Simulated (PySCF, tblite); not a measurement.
# Si₂₂H₃₄: electronic excitations, NMR shifts

Wanted: electronic excitations, NMR shifts for Si₂₂H₃₄.

Programs: tblite 0.8.0 and PySCF 2.14.0, with routines of our own; each step states its level. All values are computed. Atoms count from 0.

## (1) The system as given

56 atoms, charge 0, multiplicity 1; geometry from: force field, distance geometry or constructed start.

## (2) Relaxing the molecule with GFN2-xTB

The job: settings as JSON, then the geometry in Å.

```
{"job": {"kind": "relax", "xc": "GFN2-xTB", "basis": "xTB"}, "charge": 0, "multiplicity": 1}
Si    -4.795500     0.552500     2.742000
Si    -4.803600     0.556900     0.385000
Si    -4.795200     2.769200    -0.390900
Si    -6.721200     3.884500     2.737400
Si    -6.721500     3.878900     0.395300
Si    -4.803700     2.771000     3.524900
Si     4.800500    -0.552600    -0.395200
Si     4.803800    -0.551600    -2.742100
Si     4.803100    -2.773600    -3.527900
Si     6.717700    -3.880900    -0.390300
Si     6.718400    -3.881300    -2.745700
Si     0.957600    -0.556300    -0.391900
Si     2.876800    -3.879400    -0.386900
Si     2.882400    -3.880700    -2.746300
Si    -2.882400    -0.549200    -0.391700
Si     2.878300     0.554900     0.398200
Si     4.800800    -2.769600     0.392800
Si    -0.961200     0.550900     0.390900
Si     0.959500    -2.769700     0.394400
Si    -0.957300     2.772400    -0.389200
Si    -2.882500     3.883900     2.745100
Si    -2.881100     3.881600     0.391700
H     -5.972700    -0.119900     3.230200
H     -3.628800    -0.128800     3.222100
H     -5.975600    -0.121900    -0.087200
H     -4.806500     2.770600    -1.829400
H     -6.719800     5.240000     3.222900
H     -7.896900     3.201900     3.224800
H     -6.719900     5.238100    -0.090100
H     -7.895200     3.201700    -0.084700
H     -4.796800     2.772100     4.966400
H      5.974200     0.125800     0.088300
H      5.975100     0.124600    -3.225500
H      3.626700     0.123200    -3.219900
H      4.801600    -2.769700    -4.970800
H      7.896800    -3.199100     0.085200
H      6.719700    -5.237600     0.084000
H      7.897200    -3.198800    -3.226200
H      6.721600    -5.241600    -3.223700
H      0.955300    -0.550900    -1.830700
H      2.880100    -5.240000     0.091900
H      1.710400    -3.206900    -3.219900
H      2.885100    -5.236700    -3.227200
H     -2.877600    -0.554800    -1.833700
H     -2.883900    -1.910200     0.090500
H      2.878300     0.555900     1.828500
H      2.882600     1.912000    -0.088700
H      4.800100    -2.768900     1.834200
H     -0.958500     0.554700     1.832100
H     -0.213800    -3.449600    -0.086100
H      0.959200    -2.778800     1.835000
H     -0.953500     2.772800    -1.832200
H      0.215300     3.449900     0.088200
H     -2.883600     5.236100     3.220600
H     -1.703800     3.200400     3.225100
H     -2.880700     5.240700    -0.087500
```

On the command line:

```bash
$ OMP_NUM_THREADS=4 python large_run.py task.json out
```

One launch serves the whole session: the jobs run in the order shown.

The log of the run:

```text
step      E/eV     max force
  0   -1497.12392    1.512
  1   -1497.49248    0.770
  2   -1497.60238    0.259
  3   -1497.61623    0.235
  4   -1497.65353    0.296
  5   -1497.68572    0.298
  6   -1497.71378    0.300
  7   -1497.72692    0.156
  8   -1497.73481    0.145
  9   -1497.74195    0.181
 10   -1497.74913    0.166
 11   -1497.75522    0.134
 12   -1497.75971    0.106
 13   -1497.76296    0.099
 14   -1497.76577    0.119
 15   -1497.76888    0.115
 16   -1497.77242    0.125
 17   -1497.77606    0.108
 18   -1497.77969    0.136
 19   -1497.78344    0.137
 20   -1497.78718    0.119
 21   -1497.79049    0.136
 22   -1497.79308    0.105
 23   -1497.79511    0.080
 24   -1497.79704    0.104
 25   -1497.79924    0.109
 26   -1497.80174    0.115
 27   -1497.80437    0.147
 28   -1497.80685    0.120
 29   -1497.80887    0.089
 30   -1497.81030    0.083
 31   -1497.81148    0.093
 32   -1497.81265    0.102
 33   -1497.81366    0.068
 34   -1497.81449    0.055
 35   -1497.81525    0.048
 36   -1497.81605    0.067
 37   -1497.81684    0.065
 38   -1497.81744    0.039
 39   -1497.81781    0.024
 40   -1497.81805    0.025
 41   -1497.81830    0.030
 42   -1497.81860    0.041
 43   -1497.81898    0.051
 44   -1497.81949    0.048
 45   -1497.82007    0.047
 46   -1497.82059    0.036
 47   -1497.82092    0.030
 48   -1497.82115    0.024
 49   -1497.82140    0.038
 50   -1497.82179    0.050
 51   -1497.82239    0.067
 52   -1497.82323    0.092
 53   -1497.82414    0.090
 54   -1497.82496    0.058
 55   -1497.82560    0.034
 56   -1497.82607    0.031
 57   -1497.82641    0.042
 58   -1497.82666    0.035
 59   -1497.82689    0.023
 60   -1497.82718    0.024
 61   -1497.82750    0.033
 62   -1497.82780    0.033
 63   -1497.82800    0.022
 64   -1497.82811    0.017
```

It took 6.6 s on 4 threads of Arm Neoverse V1, shared host; peak memory 0.16 GiB.

The steps of the relaxation:

```
step  energy from step 0 (eV)  largest force (eV/Å)
   0                   0.0000                1.5118
   1                  -0.3686                0.7694
   2                  -0.4785                0.2593
   3                  -0.4923                0.2352
   4                  -0.5296                0.2957
   5                  -0.5618                0.2982
   6                  -0.5899                0.3003
   7                  -0.6030                0.1562
   8                  -0.6109                0.1447
  12                  -0.6358                0.1054
  17                  -0.6521                0.1077
  22                  -0.6692                0.1058
  26                  -0.6778                0.1149
  31                  -0.6876                0.0930
  36                  -0.6921                0.0670
  41                  -0.6944                0.0304
  45                  -0.6961                0.0469
  50                  -0.6979                0.0506
  55                  -0.7017                0.0340
  60                  -0.7033                0.0243
  61                  -0.7036                0.0333
  62                  -0.7039                0.0323
  63                  -0.7041                0.0226
  64                  -0.7042                0.0166
```

Close pairs (by a distance rule), those that changed most:

| bond | before (Å) | after (Å) | change (Å) |
| --- | --- | --- | --- |
| Si11–H39 | 1.439 | 1.495 | +0.056 |
| Si17–H48 | 1.441 | 1.495 | +0.054 |
| Si1–H24 | 1.434 | 1.478 | +0.044 |
| Si15–H45 | 1.430 | 1.472 | +0.042 |
| Si6–H31 | 1.439 | 1.478 | +0.039 |
| Si13–H41 | 1.432 | 1.471 | +0.038 |
| Si2–H25 | 1.439 | 1.476 | +0.037 |
| Si0–H23 | 1.434 | 1.471 | +0.037 |

The final coordinates are the input of the step that follows.

## (3) Electronic excitations: TDDFT PBE0/def2-SVP

The job: settings as JSON, then the geometry in Å.

```
{"job": {"kind": "uv", "basis": "def2-SVP", "grid": 1, "kgrid": 0, "vcut": 1.5, "nstates": 6, "ntriplets": 2, "tda": false, "delta": [], "pop": true, "xc": "PBE0"}, "charge": 0, "multiplicity": 1}
Si    -4.887901     0.643398     2.730703
Si    -4.860560     0.614679     0.388141
Si    -4.954675     2.861849    -0.351509
Si    -6.827431     3.943185     2.788409
Si    -6.859740     3.961084     0.458854
Si    -4.910870     2.835693     3.554109
Si     4.860304    -0.613802    -0.388010
Si     4.887690    -0.642772    -2.731015
Si     4.909992    -2.835231    -3.553850
Si     6.859872    -3.959703    -0.459085
Si     6.828531    -3.941586    -2.788984
Si     0.995516    -0.574661    -0.187621
Si     2.962237    -3.902597    -0.388327
Si     3.000901    -3.911952    -2.730507
Si    -2.975904    -0.494448    -0.426683
Si     2.975313     0.494552     0.426665
Si     4.955595    -2.860340     0.351878
Si    -0.995817     0.575227     0.187956
Si     1.059623    -2.824282     0.427028
Si    -1.059029     2.824197    -0.426520
Si    -3.000594     3.912025     2.730564
Si    -2.960811     3.901752     0.388002
H     -5.990194    -0.155398     3.279335
H     -3.693107    -0.063824     3.216472
H     -6.097660    -0.054247    -0.067325
H     -4.956834     2.862103    -1.827538
H     -6.903437     5.310544     3.319343
H     -8.049840     3.325847     3.319402
H     -6.938121     5.335737    -0.056169
H     -8.089500     3.341056    -0.055376
H     -4.892871     2.825886     5.029604
H      6.097344     0.054951     0.067831
H      5.989781     0.156994    -3.278969
H      3.692184     0.064131    -3.215935
H      4.892512    -2.824760    -5.029205
H      8.089572    -3.340032     0.055523
H      6.938503    -5.334360     0.055808
H      8.050866    -3.323138    -3.319875
H      6.904843    -5.309277    -3.319927
H      1.104426    -0.637978    -1.677500
H      3.001614    -5.307963     0.068764
H      1.790908    -3.230693    -3.215338
H      2.860350    -5.266048    -3.278548
H     -3.017470    -0.596651    -1.894624
H     -2.943552    -1.898617     0.009973
H      3.016895     0.597286     1.894553
H      2.942714     1.898789    -0.009756
H      4.956987    -2.861181     1.827835
H     -1.104464     0.637522     1.677890
H     -0.173005    -3.497738    -0.009669
H      0.991437    -2.911995     1.895011
H     -0.990376     2.911911    -1.894154
H      0.173211     3.497133     0.010864
H     -2.859743     5.266517     3.278102
H     -1.790528     3.231615     3.217061
H     -3.000327     5.307252    -0.067531
```

Method: TDDFT PBE0/def2-SVP, vertical, gas phase, core orbitals frozen in the response, virtual orbitals cut by energy.

The log of the run:

```text
start: PBE on a coarse grid of 54131 points
cycle   1  E = -6383.0296663781  dE =  6.393e-01  |g| = 3.795e-01  |ddm| = 7.584e+00
cycle   2  E = -6383.0370964549  dE = -7.430e-03  |g| = 3.280e-01  |ddm| = 9.258e-01
cycle   3  E = -6383.0628837366  dE = -2.579e-02  |g| = 2.079e-01  |ddm| = 8.728e-01
cycle   4  E = -6383.0803158373  dE = -1.743e-02  |g| = 2.450e-02  |ddm| = 3.961e-01
cycle   5  E = -6383.0805478528  dE = -2.320e-04  |g| = 8.769e-03  |ddm| = 5.891e-02
final grid: 208754 points
cycle   6  E = -6384.7925214048  dE = -1.550e-02  |g| = 3.500e-02  |ddm| = 5.167e-01
cycle   7  E = -6384.7924806694  dE =  4.074e-05  |g| = 3.543e-02  |ddm| = 1.481e-01
cycle   8  E = -6384.7929904149  dE = -5.097e-04  |g| = 7.895e-03  |ddm| = 7.852e-02
cycle   9  E = -6384.7930112926  dE = -2.088e-05  |g| = 2.421e-03  |ddm| = 1.674e-02
cycle  10  E = -6384.7930107127  dE =  5.800e-07  |g| = 4.597e-04  |ddm| = 4.990e-03
cycle  11  E = -6384.7930086217  dE =  2.091e-06  |g| = 2.350e-04  |ddm| = 1.249e-03
cycle  12  E = -6384.7930102414  dE = -1.620e-06  |g| = 4.171e-05  |ddm| = 4.803e-04
converged SCF energy = -6384.7930102414

Static polarisability (au): isotropic 646.225, principal 511.149 530.583 896.943

Singlet excitations
state   eV       nm        f      main configurations
  1   5.0036    247.8   0.51703   H->L 0.94
  2   5.0690    244.6   0.01812   H-4->L 0.72, H->L+1 0.15
  3   5.1965    238.6   0.00057   H->L+1 0.66, H-4->L 0.13, H-1->L 0.10
  4   5.2445    236.4   0.00379   H-1->L 0.75, H-4->L 0.08
  5   5.2504    236.1   0.00001   H-2->L 0.82
  6   5.2705    235.2   0.00000   H-3->L 0.75, H->L+3 0.16

Triplet excitations (Tamm-Dancoff, eV): 4.5214 4.6925
```

Run time: 2.4 min. Hardware: 4 threads of Arm Neoverse V1, shared host; peak memory 3.1 GiB.

Frontier orbitals and where they lie:

```csv
orbital,eV,atoms
HOMO−4,-7.69,"Si11 14 %, Si17 14 %, Si15 11 %"
HOMO−3,-7.67,"Si2 9 %, Si16 9 %, Si4 8 %"
HOMO−2,-7.66,"Si16 11 %, Si2 10 %, Si8 7 %"
HOMO−1,-7.64,"Si2 11 %, Si16 11 %, Si5 7 %"
HOMO,-7.39,"Si17 9 %, Si11 9 %, Si15 6 %"
LUMO,-1.65,"Si17 17 %, Si11 17 %, Si1 6 %"
LUMO+1,-1.37,"Si9 6 %, Si4 6 %, Si11 5 %"
LUMO+2,-1.17,"Si4 8 %, Si9 8 %, Si3 7 %"
LUMO+3,-1.16,"Si1 7 %, Si6 7 %, Si0 6 %"
```

With each of the 6 states as a Gaussian band of 0.4 eV half-width at 1/e, the curve within the window shown has maxima at 248 nm (ε 22,000) L/(mol cm). Beyond the last state computed it falls off for lack of states. The curve at chosen wavelengths:

```
 nm  ε (L/mol/cm)
223          3050
225          4243
228          6522
230          8334
232         10322
235         13460
237         15513
239         17411
242         19754
244         20861
246         21542
249         21726
251         21308
253         20507
255         19383
258         17250
260         15641
262         13968
265         11474
267          9894
269          8422
272          6466
274          5344
276          4369
279          3169
281          2527
```

Further results of this job:

| property | computed |
| --- | --- |
| dipole moment (D) | 0.01 |
| polarisability (Å³) | 95.76 |
| HOMO–LUMO gap (eV) | 5.73 |
| −ε(HOMO) (eV) | 7.39 |

## (4) NMR shifts: GIAO KT3/pcSseg-1

The job, as its differences from that of step 3:

```diff
@@ -1,2 +1,2 @@
-{"job": {"kind": "uv", "basis": "def2-SVP", "grid": 1, "kgrid": 0, "vcut": 1.5, "nstates": 6, "ntriplets": 2, "tda": false, "delta": [], "pop": true, "xc": "PBE0"}, "charge": 0, "multiplicity": 1}
+{"job": {"kind": "nmr", "xc": "KT3", "basis": "pcSseg-1", "pop": false}, "charge": 0, "multiplicity": 1}
 Si    -4.887901     0.643398     2.730703
```

Level: GIAO KT3/pcSseg-1 NMR shielding, non-relativistic, gas phase.

The log of the run:

```text
start: PBE on a coarse grid of 54131 points
cycle   1  E = -6385.7808708028  dE =  6.981e-01  |g| = 3.992e-01  |ddm| = 7.434e+00
cycle   2  E = -6385.7981572374  dE = -1.729e-02  |g| = 3.052e-01  |ddm| = 1.042e+00
cycle   3  E = -6385.8150186356  dE = -1.686e-02  |g| = 1.825e-01  |ddm| = 9.258e-01
cycle   4  E = -6385.8282832602  dE = -1.326e-02  |g| = 1.786e-02  |ddm| = 4.262e-01
cycle   5  E = -6385.8283585460  dE = -7.529e-05  |g| = 1.088e-02  |ddm| = 5.509e-02
cycle   6  E = -6385.8284058171  dE = -4.727e-05  |g| = 2.731e-03  |ddm| = 2.581e-02
final grid: 406027 points
cycle   7  E = -6440.3713354439  dE = -1.194e-01  |g| = 5.633e-01  |ddm| = 1.475e+00
cycle   8  E = -6440.3834310872  dE = -1.210e-02  |g| = 2.664e-01  |ddm| = 6.740e-01
cycle   9  E = -6440.3877715957  dE = -4.341e-03  |g| = 4.409e-02  |ddm| = 2.804e-01
cycle  10  E = -6440.3885450216  dE = -7.734e-04  |g| = 8.393e-03  |ddm| = 1.056e-01
cycle  11  E = -6440.3885744235  dE = -2.940e-05  |g| = 1.633e-03  |ddm| = 2.477e-02
cycle  12  E = -6440.3885752012  dE = -7.778e-07  |g| = 6.079e-04  |ddm| = 4.244e-03
cycle  13  E = -6440.3885780419  dE = -2.841e-06  |g| = 2.001e-04  |ddm| = 1.598e-03
cycle  14  E = -6440.3885744636  dE =  3.578e-06  |g| = 5.417e-05  |ddm| = 5.165e-04
converged SCF energy = -6440.3885744636

GIAO shielding tensors (ppm)
atom      isotropic    diamagn.    paramagn.     s11        s22        s33       span
  0 Si     476.915     884.456    -407.541    457.893    479.570    493.281     35.387
  1 Si     484.176     883.640    -399.464    473.290    484.705    494.533     21.243
  2 Si     488.302     884.257    -395.955    475.259    494.079    495.568     20.308
  3 Si     481.350     882.683    -401.333    457.609    486.886    499.555     41.946
  4 Si     475.591     883.063    -407.472    450.063    479.696    497.014     46.951
  5 Si     500.008     883.967    -383.959    495.040    498.587    506.397     11.357
  6 Si     484.192     883.644    -399.453    473.346    484.698    494.532     21.186
  7 Si     476.885     884.467    -407.582    457.856    479.626    493.174     35.318
  8 Si     500.028     883.955    -383.926    495.057    498.685    506.342     11.285
  9 Si     475.627     883.057    -407.430    450.211    479.578    497.092     46.881
 10 Si     481.217     882.684    -401.467    457.410    486.881    499.360     41.950
 11 Si     486.632     885.291    -398.660    449.119    496.945    513.830     64.711
 12 Si     484.095     883.639    -399.544    473.192    484.566    494.526     21.334
 13 Si     477.001     884.462    -407.461    458.071    479.661    493.271     35.199
 14 Si     465.512     884.808    -419.296    452.290    458.533    485.714     33.423
 15 Si     465.589     884.813    -419.224    452.324    458.623    485.820     33.495
 16 Si     488.278     884.259    -395.981    475.380    493.978    495.476     20.096
 17 Si     486.627     885.292    -398.665    449.139    496.986    513.757     64.618
 18 Si     465.439     884.807    -419.368    452.140    458.473    485.705     33.564
 19 Si     465.637     884.813    -419.177    452.319    458.797    485.794     33.475
 20 Si     476.924     884.453    -407.529    457.811    479.630    493.330     35.520
 21 Si     484.287     883.623    -399.336    473.411    484.774    494.676     21.264
 22 H       28.051      31.933      -3.882     23.799     25.327     35.028     11.228
 23 H       28.137      31.334      -3.197     23.944     27.282     33.186      9.242
 24 H       27.939      32.525      -4.586     23.338     25.555     34.925     11.587
 25 H       28.179      31.491      -3.312     23.644     26.491     34.402     10.758
 26 H       28.160      27.736       0.424     24.436     25.059     34.987     10.551
 27 H       28.160      27.736       0.425     24.437     25.057     34.987     10.550
 28 H       28.084      28.329      -0.244     24.132     25.335     34.785     10.653
 29 H       28.086      28.327      -0.241     24.135     25.337     34.784     10.649
 30 H       28.276      30.739      -2.462     23.913     24.935     35.981     12.069
 31 H       27.940      32.527      -4.587     23.338     25.555     34.926     11.588
 32 H       28.050      31.939      -3.890     23.800     25.324     35.026     11.226
 33 H       28.135      31.341      -3.207     23.941     27.280     33.183      9.242
 34 H       28.278      30.729      -2.451     23.916     24.935     35.983     12.067
 35 H       28.086      28.322      -0.235     24.133     25.338     34.788     10.655
 36 H       28.085      28.324      -0.238     24.132     25.337     34.787     10.655
 37 H       28.155      27.735       0.420     24.435     25.053     34.978     10.543
 38 H       28.155      27.735       0.420     24.433     25.054     34.978     10.544
 39 H       28.138      34.084      -5.946     23.433     28.201     32.780      9.347
 40 H       27.938      32.522      -4.583     23.336     25.555     34.924     11.588
 41 H       28.139      31.336      -3.196     23.944     27.284     33.190      9.246
 42 H       28.053      31.936      -3.883     23.801     25.328     35.031     11.230
 43 H       28.065      32.588      -4.523     23.780     27.142     33.273      9.493
 44 H       27.996      32.813      -4.817     22.364     27.744     33.881     11.517
 45 H       28.066      32.591      -4.525     23.779     27.143     33.276      9.496
 46 H       27.997      32.816      -4.819     22.364     27.747     33.882     11.518
 47 H       28.179      31.493      -3.314     23.646     26.490     34.402     10.756
 48 H       28.138      34.086      -5.948     23.432     28.205     32.777      9.345
 49 H       27.996      32.811      -4.815     22.365     27.746     33.877     11.512
 50 H       28.064      32.586      -4.522     23.777     27.139     33.274      9.497
 51 H       28.069      32.587      -4.518     23.781     27.144     33.282      9.501
 52 H       28.002      32.816      -4.813     22.370     27.751     33.886     11.516
 53 H       28.051      31.932      -3.881     23.801     25.326     35.027     11.227
 54 H       28.137      31.333      -3.196     23.943     27.283     33.186      9.243
 55 H       27.943      32.513      -4.570     23.339     25.558     34.933     11.594
```

It took 30 s on 4 threads of Arm Neoverse V1, shared host; peak memory 1.8 GiB.

The references, computed at this level on geometries of the same kind, shield at (ppm): 1H TMS 31.76, 29Si TMS 361.7. Their shielding less the atom's gives the shift. The references are single molecules in the gas phase. Atoms listed in one row are averaged.

```csv
atoms,environment,σ (ppm),δ (ppm)
"H24, H31, H40, H55",hydrogen on a silicon bonded to 3 Si,27.94,3.82
"H44, H46, H49, H52",hydrogen on a silicon bonded to 2 Si,28.00,3.76
"H22, H32, H42, H53",hydrogen on a silicon bonded to 2 Si,28.05,3.71
"H43, H45, H50, H51",hydrogen on a silicon bonded to 2 Si,28.07,3.69
"H28, H29, H35, H36",hydrogen on a silicon bonded to 2 Si,28.09,3.67
"H23, H33, H41, H54",hydrogen on a silicon bonded to 2 Si,28.14,3.62
"H39, H48",hydrogen on a silicon bonded to 3 Si,28.14,3.62
"H26, H27, H37, H38",hydrogen on a silicon bonded to 2 Si,28.16,3.60
"H25, H47",hydrogen on a silicon bonded to 3 Si,28.18,3.58
"H30, H34",hydrogen on a silicon bonded to 3 Si,28.28,3.48
"Si14, Si15, Si18, Si19","silicon bonded to 2 Si, 2 H",465.5,-103.9
"Si4, Si9","silicon bonded to 2 Si, 2 H",475.6,-113.9
"Si0, Si7, Si13, Si20","silicon bonded to 2 Si, 2 H",476.9,-115.3
"Si3, Si10","silicon bonded to 2 Si, 2 H",481.3,-119.6
"Si1, Si6, Si12, Si21","silicon bonded to 3 Si, H",484.2,-122.5
"Si11, Si17","silicon bonded to 3 Si, H",486.6,-125.0
"Si2, Si16","silicon bonded to 3 Si, H",488.3,-126.6
"Si5, Si8","silicon bonded to 3 Si, H",500.0,-138.3
```

Ring of atoms Si0, Si1, Si2, Si3, Si4, Si5: NICS(0) -1.8, NICS(1) -2.0, NICS(1)zz 2.6 ppm (means of both faces).

Ring of atoms Si0, Si1, Si2, Si5, Si20, Si21: NICS(0) -2.1, NICS(1) -2.2, NICS(1)zz 0.3 ppm (means of both faces).

Ring of atoms Si1, Si2, Si14, Si17, Si19, Si21: NICS(0) -2.4, NICS(1) -1.9, NICS(1)zz 5.2 ppm (means of both faces).

## (5) Outcome

| quantity | value |
| --- | --- |
| lowest singlet (PBE0/def2-SVP) | 5.00 eV (248 nm), f = 0.517 |
| lowest triplet | 4.52 eV |
| 1H shifts against TMS (KT3/pcSseg-1, means over atoms taken as alike) | 3.82, 3.76, 3.71, 3.69, 3.67, 3.62, 3.62, 3.60, 3.58, 3.48 ppm |
| 29Si shifts against TMS (KT3/pcSseg-1, means over atoms taken as alike) | -103.9, -113.9, -115.3, -119.6, -122.5, -125.0, -126.6, -138.3 ppm |

**Reading.** The lowest singlet, at 5.00 eV, is HOMO→LUMO 0.94 and is bright. The lowest triplet lies 0.48 eV below the lowest singlet (triplets in Tamm-Dancoff, singlets in full TDDFT). At KT3/pcSseg-1: The widest tensor belongs to Si11, Si17: span 65 ppm, with a paramagnetic part of -399 ppm.
